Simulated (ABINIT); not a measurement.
GaGe3, 4 atoms in the cell. Symmetry: Pm-3m, No. 221, cubic system. Conventional cell: a = 4.278 Å, b = 4.278 Å, c = 4.278 Å, α = 90.00°, β = 90.00°, γ = 90.00°. Around Ge (site symmetry 4/mmm) lie 8 Ge at 3.03 Å and 4 Ga at 3.03 Å. Ga (site symmetry m-3m) has 12 Ge at 3.03 Å as nearest neighbours. The cell comes from a database or a generator and needn't be the stable form of this composition.

* Program: ABINIT 10.8.3 (patched build)
* Task: band structure
* Functional: r2SCAN
* Potentials or basis: JTH PAW PBE v2.0
* Cutoff: 707 eV
* k mesh: 6 × 6 × 6
* Occupations: fermi-dirac, width 0.05 eV
* Spin: no spin polarisation
* Fine-grid cutoff: 1306.15 eV

Potentials or basis: JTH PAW PBE v2.0.

Run with:

```console
$ mpirun --bind-to none -np 4 abinit run.abi > log 2>&1
```

Hardware: 4 MPI ranks on AMD EPYC 9R45 96-Core Processor (Zen 5), with other jobs on the host.

**Question.** How long does it take, and how much memory?

**Answer.** It took 82 s on 4 MPI ranks on AMD EPYC 9R45 96-Core Processor (Zen 5) (shared host), peak memory 0.68 GiB a rank. Counts: scf iterations 10, mpi ranks 4, k points 20, bands 33, plane waves 3380.
